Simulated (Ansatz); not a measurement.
# AlIn2Sb3: from a guess to a relaxed structure

Where does this trial cell of AlIn2Sb3 go when cell and atoms are let free?

Computed with Ansatz 0.2.0 (DFT PBE, scalar-relativistic, plane waves, PAW, unless a step's input says otherwise).

### Step 1. The system as given

The structure is tetragonal, space group P4mm (No. 99). Conventional cell: a = 5.195 Å, b = 5.195 Å, c = 6.366 Å, α = 90.00°, β = 90.00°, γ = 90.00°. Around Al (site symmetry 4mm) lie 1 In at 2.07 Å. In (site symmetry 4mm) has 8 Sb at 3.69 to 3.84 Å and 4 Al at 3.90 Å in its first shell of neighbours. Around In (site symmetry 4mm) lie 1 Sb at 1.87 Å and 1 Al at 2.07 Å. Around Sb (site symmetry 2mm) lie 2 In at 2.71 Å and 2 Al at 2.90 Å. Sb (site symmetry 4mm) has 1 In at 1.87 Å in its first shell of neighbours.

Structure file:

```
CELL_PARAMETERS angstrom
5.19457 0.00000 0.00000
0.00000 5.19457 0.00000
0.00000 0.00000 6.36613
ATOMIC_POSITIONS crystal
Al 0.50000 0.50000 0.59268
In 0.00000 0.00000 0.38517
In 0.50000 0.50000 0.91755
Sb 0.50000 0.00000 0.79697
Sb 0.00000 0.50000 0.79697
Sb 0.50000 0.50000 0.21153
```

Recipe of the guess: random cell by space group and Wyckoff sites (P4mm, No. 99). The dimensions are guesses.

### Step 2. A first look at the guess

Contents of input.yaml:

```yaml
crystal:
  lattice:
    - [5.19456955, 0.0, 0.0]
    - [0.0, 5.19456955, 0.0]
    - [0.0, 0.0, 6.36613087]
  atoms:
    - { symbol: Al, position: [0.5, 0.5, 0.59268366] }
    - { symbol: In, position: [0.0, 0.0, 0.38517071] }
    - { symbol: In, position: [0.5, 0.5, 0.91755341] }
    - { symbol: Sb, position: [0.5, 0.0, 0.79696597] }
    - { symbol: Sb, position: [0.0, 0.5, 0.79696597] }
    - { symbol: Sb, position: [0.5, 0.5, 0.21153033] }
basis:
  ecutwfc: 420
kpoints:
  mp_grid: { grid: [4, 4, 4] }
hamiltonian:
  xc: pbe
scf:
  occupations: { method: gaussian, width: 0.1 }
  lower_state_search: "off"
output:
  forces: true
  stress: true
  eigenvalues: true
```

Started as:

```console
$ ansatz run input.yaml --threads 1 --pin off --max-ram 2560MiB --backend cpu --events-out ev --progress --plain --runs-dir out
```

The log of the run (excerpt; [...] marks lines left out):

```text
Warning: RAYON_NUM_THREADS=1 ignored (pool sized by the plan → 1); use --threads N
[...]
Pseudopotentials: kind: paw
Pseudopotential: Al, paw, valence charge 3, recommended cutoff 420 eV (normal), Al.paw.azcp
Pseudopotential: In, paw, valence charge 13, recommended cutoff 420 eV (normal), In.paw.azcp
Pseudopotential: Sb, paw, valence charge 15, recommended cutoff 420 eV (normal), Sb.paw.azcp
Functional definition: PBE
[...]
Crystal: 6 atoms, lattice volume = 171.781 Å³
Basis set: ecut = 420 eV, 3365 PW (Γ), exchange–correlation on 72×72×90 points (8 copies of the dense FFT grid, shifted against one another)
Bands: 45, of which v1, the nominal top of the filled ones, is band 37 counted from 1 (36 counted from 0)
Symmetry: 8 space group operations
Space group: P4mm (ITA 99), of the structure as read, at distance tolerance 5.6e-5 Å
k-points: 18 of 64 (time reversal used)
[...]
SCF iter   1: F=—  HF=-31171.771310 eV  |F-HF|=—  |Δ(HF+E_count)|=         —  Δρ=6.72e-3  dr2=2.62e-1  ethr=1.77e-3  ⟨swp⟩=10.2  Hψ=4007  notcnv=0
[...]
SCF iter   8: F=-31171.705208 eV  HF=-31171.705208 eV  |F-HF|=4.56e-8  |Δ(HF+E_count)|=   3.62e-7  Δρ=6.27e-6  dr2=6.27e-8  ethr=1.35e-10  ⟨swp⟩=11.9  Hψ=4780  notcnv=0
[...]
SCF converged after 8 iterations
Free energy (F): -31171.705208 eV
[...]
E sigma→0 (E₀):  -31171.695207 eV
Entropy (-TS):   -0.020002 eV (-3.334 meV/atom)
Fermi energy:    8.476548 eV
[...]
--- Forces (eV/Å), atoms counted from 1 ---
  atom   1  Al    -0.00000000     0.00000000    -8.38814258
  atom   2  In     0.00000000     0.00000000     0.22167604
  atom   3  In     0.00000000     0.00000000   -22.82191710
  atom   4  Sb     0.00000000     0.00000000    -1.74581557
  atom   5  Sb     0.00000000     0.00000000    -1.74581557
  atom   6  Sb     0.00000000     0.00000000    34.48001349
[...]
--- Stress (GPa, compression-positive) ---
        8.993032       0.000000       0.000000
        0.000000       8.993032       0.000000
        0.000000       0.000000      84.596185
  P = ⅓ Tr σ = 34.1941 GPa (341.941 kbar)
--- Band table (eV; the first three rows and the last of 18) ---
[...]
```

It took 27 s on 1 thread of Intel Xeon at 2.50GHz (Skylake/Cascade Lake), shared host; peak memory 0.44 GiB.

From the probe: pressure 34.2 GPa, largest force 34.48 eV/Å, gap on this mesh none (metal). A cheap, loose relaxation comes first.

### Step 3. Rough relaxation on the coarse mesh

input.yaml: that of step 2 with these lines changed.

```diff
@@ -25 +25,6 @@
   eigenvalues: true
+relax:
+  adjacent_minimum: "off"
+  f_tol: 0.04
+  max_steps: 70
+  cell: { stress_tol: 0.4 }
```

Started as:

```console
$ ansatz run input.yaml --threads 1 --pin off --max-ram 2560MiB --backend cpu --events-out ev --progress --plain --runs-dir out
```

The log of the run:

```text
Warning: RAYON_NUM_THREADS=1 ignored (pool sized by the plan → 1); use --threads N
Engine: ansatz 0.2.0, x86_64-unknown-linux-gnu
[... 5 set-up lines as earlier in the session ...]
  parameter kappa = 0.804
  parameter beta = 0.06672455060314922
  exchange = pbe_x(kappa = kappa, mu = beta*pi^2/3)
  correlation = pbe_c(beta = beta)
Crystal: 6 atoms, lattice volume = 171.781 Å³
Basis set: ecut = 420 eV, 3365 PW (Γ), exchange–correlation on 72×72×90 points (8 copies of the dense FFT grid, shifted against one another)
Bands: 45, of which v1, the nominal top of the filled ones, is band 37 counted from 1 (36 counted from 0)
[... 2 set-up lines as earlier in the session ...]
k-points: 18 of 64 (time reversal used)
Non-local potential: Al, projectors of the file, l = 0: 2, l = 1: 2, l = 2: 1
Non-local potential: In, projectors of the file, l = 0: 2, l = 1: 2, l = 2: 2, l = 3: 2
Non-local potential: Sb, projectors of the file, l = 0: 2, l = 1: 2, l = 2: 2, l = 3: 2
PAW form: soft (Blöchl's): semilocal exchange-correlation on the pseudo side does not see the compensation charge
PAW one-centre angular grid: Al, 110 points (default); XC on 64 Gauss nodes
PAW one-centre angular grid: In, 590 points (default); XC on 64 Gauss nodes
PAW one-centre angular grid: Sb, 590 points (default); XC on 64 Gauss nodes
Initial density: superposition of atomic densities (neutral atoms: chi_scale 0, normalization atom), corrected by the library's trained network
Initial wavefunctions: pseudopotential atomic-orbital guess
Functional: x = pbe(κ = 0.804, μ = 0.2195149727645171), c = pbe(β = 0.06672455060314922)
SCF iter   1: F=—  HF=-31171.771310 eV  |F-HF|=—  |Δ(HF+E_count)|=         —  Δρ=6.72e-3  dr2=2.62e-1  ethr=1.77e-3  ⟨swp⟩=10.2  Hψ=4007  notcnv=0
preconditioner: auto → LDOS  [metal: Δε(μ)=0.080 eV  Ē_g=12.557 eV  σ=0.100 eV  W_gap=0.39  n_scr=36 (ndim 8)  ℏωp=18.8 eV  f_vac=0.015  D(μ)=3.79/eV (n_scr^D=28)  β→1.0]
SCF iter   2: F=—  HF=-31171.718369 eV  |F-HF|=—  |Δ(HF+E_count)|=   5.29e-2  Δρ=3.77e-3  dr2=5.42e-2  ethr=3.54e-4  ⟨swp⟩=2.9  Hψ=1778  notcnv=0  defer=36
SCF iter   3: F=—  HF=-31171.711139 eV  |F-HF|=—  |Δ(HF+E_count)|=   7.23e-3  Δρ=2.43e-3  dr2=2.12e-2  ethr=7.33e-5  ⟨swp⟩=2.0  Hψ=1546  notcnv=0  defer=36
SCF iter   4: F=—  HF=-31171.706020 eV  |F-HF|=—  |Δ(HF+E_count)|=   5.12e-3  Δρ=8.31e-4  dr2=4.44e-3  ethr=2.86e-5  ⟨swp⟩=2.0  Hψ=1437  notcnv=0  defer=36
SCF iter   5: F=—  HF=-31171.705097 eV  |F-HF|=—  |Δ(HF+E_count)|=   9.23e-4  Δρ=2.72e-4  dr2=2.22e-4  ethr=6.01e-6  ⟨swp⟩=2.0  Hψ=1167  notcnv=0  defer=36
SCF iter   6: F=—  HF=-31171.705049 eV  |F-HF|=—  |Δ(HF+E_count)|=   4.85e-5  Δρ=7.60e-5  dr2=1.45e-5  ethr=3.00e-7  ⟨swp⟩=2.0  Hψ=1166  notcnv=0  defer=36
SCF iter   7: F=—  HF=-31171.705208 eV  |F-HF|=—  |Δ(HF+E_count)|=   1.59e-4  Δρ=2.84e-5  dr2=1.57e-6  ethr=1.96e-8  ⟨swp⟩=2.0  Hψ=1379  notcnv=0  defer=36
SCF iter   8: F=-31171.705208 eV  HF=-31171.705208 eV  |F-HF|=4.56e-8  |Δ(HF+E_count)|=   3.62e-7  Δρ=6.27e-6  dr2=6.27e-8  ethr=1.35e-10  ⟨swp⟩=11.9  Hψ=4778  notcnv=0
SCF 1 converged in 8 iterations: F = -31171.705208 eV  dr2 = 6.27e-8
relax step   1: F+E_penalty+E_count = -31171.70520797 eV  Δ(F+E_penalty+E_count) = +0.000e0 eV  max|allowed force component| = 3.448e1 eV/Å  Δτ_max = 0.0000 Å  P = +34.194 GPa  Ω = 171.781 Å³  (8 SCF iters, dr2 threshold 1.00e-7 eV, accepted)
[... from here on, the SCF cycles and remarks between the steps are left out ...]
relax step   2: F+E_penalty+E_count = -31178.02574648 eV  Δ(F+E_penalty+E_count) = -6.321e0 eV  max|allowed force component| = 5.650e0 eV/Å  Δτ_max = 0.1949 Å  P = +21.006 GPa  Ω = 176.439 Å³  energy of the carried Pulay correction = -2.065e-3 eV  (8 SCF iters, dr2 threshold 6.00e-7 eV, accepted)
relax step   3: F+E_penalty+E_count = -31180.71768746 eV  Δ(F+E_penalty+E_count) = -2.692e0 eV  max|allowed force component| = 2.835e0 eV/Å  Δτ_max = 0.0853 Å  P = +12.942 GPa  Ω = 187.225 Å³  energy of the carried Pulay correction = -6.641e-3 eV  (7 SCF iters, dr2 threshold 6.00e-7 eV, accepted)
relax step   4: F+E_penalty+E_count = -31182.48748246 eV  Δ(F+E_penalty+E_count) = -1.770e0 eV  max|allowed force component| = 2.078e0 eV/Å  Δτ_max = 0.0978 Å  P = +7.102 GPa  Ω = 197.123 Å³  energy of the carried Pulay correction = -1.061e-2 eV  (7 SCF iters, dr2 threshold 6.00e-7 eV, accepted)
relax step   5: F+E_penalty+E_count = -31183.61556537 eV  Δ(F+E_penalty+E_count) = -1.128e0 eV  max|allowed force component| = 8.468e-1 eV/Å  Δτ_max = 0.1126 Å  P = +3.226 GPa  Ω = 204.638 Å³  energy of the carried Pulay correction = -1.348e-2 eV  (7 SCF iters, dr2 threshold 6.00e-7 eV, accepted)
relax step   6: F+E_penalty+E_count = -31184.15578067 eV  Δ(F+E_penalty+E_count) = -5.402e-1 eV  max|allowed force component| = 4.437e-1 eV/Å  Δτ_max = 0.0892 Å  P = +1.008 GPa  Ω = 208.601 Å³  energy of the carried Pulay correction = -1.495e-2 eV  (7 SCF iters, dr2 threshold 6.00e-7 eV, accepted)
relax step   7: F+E_penalty+E_count = -31184.27788666 eV  Δ(F+E_penalty+E_count) = -1.221e-1 eV  max|allowed force component| = 3.853e-1 eV/Å  Δτ_max = 0.0425 Å  P = -0.105 GPa  Ω = 208.948 Å³  energy of the carried Pulay correction = -1.507e-2 eV  (6 SCF iters, dr2 threshold 6.00e-7 eV, accepted)
relax step   8: F+E_penalty+E_count = -31184.31469268 eV  Δ(F+E_penalty+E_count) = -3.681e-2 eV  max|allowed force component| = 2.893e-1 eV/Å  Δτ_max = 0.0862 Å  P = -0.004 GPa  Ω = 206.838 Å³  energy of the carried Pulay correction = -1.430e-2 eV  (6 SCF iters, dr2 threshold 6.00e-7 eV, accepted)
relax step   9: F+E_penalty+E_count = -31184.35171908 eV  Δ(F+E_penalty+E_count) = -3.703e-2 eV  max|allowed force component| = 2.555e-1 eV/Å  Δτ_max = 0.1952 Å  P = +0.214 GPa  Ω = 202.239 Å³  energy of the carried Pulay correction = -1.257e-2 eV  (7 SCF iters, dr2 threshold 6.00e-7 eV, accepted)
relax step  10: F+E_penalty+E_count = -31184.35231518 eV  Δ(F+E_penalty+E_count) = -5.961e-4 eV  max|allowed force component| = 1.636e-1 eV/Å  Δτ_max = 0.0212 Å  P = -0.355 GPa  Ω = 205.066 Å³  energy of the carried Pulay correction = -1.364e-2 eV  (6 SCF iters, dr2 threshold 6.00e-7 eV, accepted)
relax step  11: F+E_penalty+E_count = -31184.35503688 eV  Δ(F+E_penalty+E_count) = -2.722e-3 eV  max|allowed force component| = 3.755e-2 eV/Å  Δτ_max = 0.0574 Å  P = -0.037 GPa  Ω = 203.857 Å³  energy of the carried Pulay correction = -1.318e-2 eV  (6 SCF iters, dr2 threshold 6.00e-7 eV, accepted)
relax step  12: F+E_penalty+E_count = -31184.63643630 eV  Δ(F+E_penalty+E_count) = -2.814e-1 eV  max|allowed force component| = 4.549e-2 eV/Å  Δτ_max = 0.0000 Å  P = +1.838 GPa  Ω = 203.857 Å³  stress off target by 5.01e0 GPa  SCF on the basis re-selected at this cell (its energy is not comparable with the rows above)  (7 SCF iters)
relax step  13: F+E_penalty+E_count = -31184.81445050 eV  Δ(F+E_penalty+E_count) = -1.780e-1 eV  max|allowed force component| = 2.055e-1 eV/Å  Δτ_max = 0.0226 Å  P = +0.502 GPa  Ω = 210.114 Å³  energy of the carried Pulay correction = -1.328e-3 eV  (6 SCF iters, dr2 threshold 6.00e-7 eV, accepted)
relax step  14: F+E_penalty+E_count = -31185.00937912 eV  Δ(F+E_penalty+E_count) = -1.949e-1 eV  max|allowed force component| = 3.016e-1 eV/Å  Δτ_max = 0.1056 Å  P = +0.253 GPa  Ω = 209.421 Å³  energy of the carried Pulay correction = -1.265e-3 eV  (7 SCF iters, dr2 threshold 6.00e-7 eV, accepted)
relax step  15: F+E_penalty+E_count = -31185.22192743 eV  Δ(F+E_penalty+E_count) = -2.125e-1 eV  max|allowed force component| = 1.627e-1 eV/Å  Δτ_max = 0.0530 Å  P = +0.366 GPa  Ω = 205.917 Å³  energy of the carried Pulay correction = -6.396e-4 eV  (6 SCF iters, dr2 threshold 6.00e-7 eV, accepted)
relax step  16: F+E_penalty+E_count = -31185.34721174 eV  Δ(F+E_penalty+E_count) = -1.253e-1 eV  max|allowed force component| = 1.113e-1 eV/Å  Δτ_max = 0.0388 Å  P = +0.407 GPa  Ω = 203.741 Å³  energy of the carried Pulay correction = -2.977e-4 eV  (6 SCF iters, dr2 threshold 6.00e-7 eV, accepted)
relax step  17: F+E_penalty+E_count = -31185.37510297 eV  Δ(F+E_penalty+E_count) = -2.789e-2 eV  max|allowed force component| = 1.122e-1 eV/Å  Δτ_max = 0.0773 Å  P = +0.242 GPa  Ω = 204.305 Å³  energy of the carried Pulay correction = -4.584e-4 eV  (6 SCF iters, dr2 threshold 6.00e-7 eV, accepted)
relax step  18: F+E_penalty+E_count = -31185.36898466 eV  Δ(F+E_penalty+E_count) = +6.118e-3 eV  max|allowed force component| = 1.503e-1 eV/Å  Δτ_max = 0.0633 Å  P = -0.439 GPa  Ω = 210.745 Å³  energy of the carried Pulay correction = -1.816e-3 eV  (6 SCF iters, dr2 threshold 6.00e-7 eV, rejected (line search))
relax step  19: F+E_penalty+E_count = -31185.38265807 eV  Δ(F+E_penalty+E_count) = -7.555e-3 eV  max|allowed force component| = 3.239e-2 eV/Å  Δτ_max = 0.0396 Å  P = -0.012 GPa  Ω = 207.268 Å³  energy of the carried Pulay correction = -1.071e-3 eV  (8 SCF iters, accepted)
relax step  20: F+E_penalty+E_count = -31185.42112247 eV  Δ(F+E_penalty+E_count) = -3.846e-2 eV  max|allowed force component| = 1.583e-2 eV/Å  Δτ_max = 0.0000 Å  P = +0.318 GPa  Ω = 207.268 Å³  stress off target by 9.69e-1 GPa  SCF on the basis re-selected at this cell (its energy is not comparable with the rows above)  (6 SCF iters)
relax step  21: F+E_penalty+E_count = -31185.43421854 eV  Δ(F+E_penalty+E_count) = -1.310e-2 eV  max|allowed force component| = 8.326e-2 eV/Å  Δτ_max = 0.0185 Å  P = +0.030 GPa  Ω = 209.822 Å³  energy of the carried Pulay correction = -4.691e-4 eV  (6 SCF iters, dr2 threshold 6.00e-7 eV, accepted)
relax step  22: F+E_penalty+E_count = -31185.44018311 eV  Δ(F+E_penalty+E_count) = -5.965e-3 eV  max|allowed force component| = 2.707e-2 eV/Å  Δτ_max = 0.0276 Å  P = +0.164 GPa  Ω = 210.749 Å³  energy of the carried Pulay correction = -6.392e-4 eV  (6 SCF iters, dr2 threshold 4.33e-7 eV, accepted)
relax step  23: F+E_penalty+E_count = -31185.44084352 eV  Δ(F+E_penalty+E_count) = -6.604e-4 eV  max|allowed force component| = 2.698e-2 eV/Å  Δτ_max = 0.0000 Å  P = +0.161 GPa  Ω = 210.749 Å³  stress off target by 1.63e-1 GPa  SCF on the basis re-selected at this cell (its energy is not comparable with the rows above)  (5 SCF iters)
basis re-selected at this cell: Δ(F+E_penalty+E_count) = -6.604e-4 eV, ΔP = -0.003 GPa vs the last step (what re-selecting the basis moved, of the pressure what is left beyond the Pulay correction that the steps carried, after the strain that the cell walked since its last selection, with what the two solves' SCF thresholds leave and, on support functions, any second-order correction that the steps lacked; it is no measure of the basis error at this ecutwfc). This SCF's stress stands 1.63e-1 GPa from its target on what of the cell is left free (relax.cell.stress_tol is 4.00e-1 GPa) and its largest allowed force component is 2.70e-2 eV/Å (relax.f_tol is 4.00e-2 eV/Å): within both
SCF converged after 5 iterations
Free energy (F): -31185.440844 eV
Harris-Foulkes:  -31185.440844 eV  (|F-HF|=5.09e-10)
Internal energy: -31185.422167 eV  (E = F + TS)
E sigma→0 (E₀):  -31185.431505 eV
Entropy (-TS):   -0.018677 eV (-3.113 meV/atom)
Fermi energy:    6.516712 eV
--- Per-component energies (eV) ---
  E_band       = -780.746844
  E_kinetic    = 1120.081406
  E_local      = -8873.254578  (includes V_loc(G=0)·N_el)
  E_nonlocal   = 1828.667022
  E_hartree    = 3868.619095
  E_xc         = -884.331861
  E_vxc        = -513.485836  (∫ρ·V_xc dr)
  E_paw        = -22494.600256  (= ΣΔE_a)
  E_vpaw       = -2079.993420  (= ΣTr[D̂ρ^β])
  E_aug_tail   = 0.000045  (compensation charges beyond the density's cutoff)
  E_ewald      = -5750.603040
  E_smearing   = -0.018677  (= −TS)
  E_closure    = -0.000000  (closes the sum)
  Σ components = -31185.440844   (vs F -31185.440844, Δ=0.00e0)
--- Forces (eV/Å), atoms counted from 1 ---
  atom   1  Al    -0.00000000    -0.00000000     0.02449731
  atom   2  In     0.00000000     0.00000000     0.00745400
  atom   3  In     0.00000000     0.00000000     0.02698714
  atom   4  Sb    -0.00000000     0.00000000    -0.01703671
  atom   5  Sb     0.00000000    -0.00000000    -0.01703671
  atom   6  Sb    -0.00000000     0.00000000    -0.02485056
  max |Σ_I F_I| component: 1.45e-5 eV/Å
--- Stress (GPa, compression-positive) ---
        0.160647       0.000000      -0.000000
        0.000000       0.160647       0.000000
       -0.000000       0.000000       0.162670
  P = ⅓ Tr σ = 0.1613 GPa (1.613 kbar)
--- Band table (eV; the first three rows and the last of 18) ---
  k-point 0: bands = ["-22.5176", "-22.4792", "-22.4143", "-22.3963", "-22.3963", "-22.3861", "-22.3651", "-22.3651", "-22.3583", "-22.3277", "-22.0124", "-21.9854", "-21.9854", "-21.9692", "-21.9677", "-8.1452", "-8.1300", "-8.1220", "-8.1220", "-8.1192", "-8.1008", "-8.0457", "-8.0457", "-7.9624", "-7.9622", "-5.0456", "-3.0599", "-0.2538", "0.2910", "2.9859", "2.9859", "3.3727", "3.4453", "3.9147", "5.3268", "5.3268", "6.8127", "7.0502", "8.3188", "8.3188", "8.8099", "9.1039", "9.1039", "10.3434", "10.5758"]
[... 3 lines left out ...]
--- Relaxed structure (20 steps of the walk, 19 accepted, 3 SCFs on fresh bases) ---
  F+E_penalty+E_count = -31185.44084352 eV   max|allowed force component| = 2.698e-2 eV/Å   (the final SCF, on the basis selected at the relaxed cell)
  cell:  # Å, volume = 210.7492 Å³
    - [4.592392522672249, 4.499233113623249e-34, -4.3980003685667256e-32]
    - [8.098619604521848e-34, 4.59239252267225, 0.0]
    - [-5.389906833108821e-32, 0.0, 9.992815107546122]
  atoms:
    - { symbol: Al, position: [0.5, 0.5, 0.5749209815038361] }
    - { symbol: In, position: [-3.858433207692542e-33, -6.588873714519077e-83, 0.3556534233940515] }
    - { symbol: In, position: [0.5, 0.5, 0.977842688261285] }
    - { symbol: Sb, position: [0.5, -1.0691058840368783e-50, 0.7398524657577286] }
    - { symbol: Sb, position: [4.057257191075435e-33, 0.5, 0.7398524657577286] }
    - { symbol: Sb, position: [0.5, 0.5, 0.3127480253253713] }
```

Run time: 11 min. Hardware: 1 thread of Intel Xeon at 2.50GHz (Skylake/Cascade Lake), shared host; peak memory 0.51 GiB.

Step by step:

```
step  energy from step 1 (eV/cell)  largest force component (eV/Å)  pressure (GPa)  volume (Å³)
   1                        0.0000                         34.4800           34.19       171.78
   2                       -6.3205                          5.6495           21.01       176.44
   3                       -9.0125                          2.8352           12.94       187.23
   4                      -10.7823                          2.0784            7.10       197.12
   5                      -11.9104                          0.8468            3.23       204.64
   6                      -12.4506                          0.4437            1.01       208.60
   7                      -12.5727                          0.3853           -0.10       208.95
   8                      -12.6095                          0.2893            0.00       206.84
   9                      -12.6465                          0.2555            0.21       202.24
  10                      -12.6471                          0.1636           -0.35       205.07
  11                      -12.6498                          0.0375           -0.04       203.86
  12                      -12.9312                          0.0455            1.84       203.86
  13                      -13.1092                          0.2055            0.50       210.11
  14                      -13.3042                          0.3016            0.25       209.42
  15                      -13.5167                          0.1627            0.37       205.92
  16                      -13.6420                          0.1113            0.41       203.74
  17                      -13.6699                          0.1122            0.24       204.31
  18                      -13.6638                          0.1503           -0.44       210.74
  19                      -13.6774                          0.0324           -0.01       207.27
  20                      -13.7159                          0.0158            0.32       207.27
  21                      -13.7290                          0.0833            0.03       209.82
  22                      -13.7350                          0.0271            0.16       210.75
  23                      -13.7356                          0.0270            0.16       210.75
```

Step 1 is the start. Steps 12, 20, 23 each repeat the geometry before them on a plane-wave basis chosen anew, so the energy can jump there without any move. Step 18 was tried and not accepted.

|  | before | after | change |
| --- | --- | --- | --- |
| a (Å) | 5.195 | 4.592 | -11.6 % |
| b (Å) | 5.195 | 4.592 | -11.6 % |
| c (Å) | 6.366 | 9.993 | +57.0 % |
| volume (Å³/atom) | 28.63 | 35.12 | +22.7 % |
| shortest distance (Å) | 1.871 | 2.620 | +40.0 % |
| space group (0.01 Å) | P4mm | P4mm | same |

The run keeps the 8 symmetry operations of the start, so it could not have lowered the symmetry.

[end of part 1 of 2]
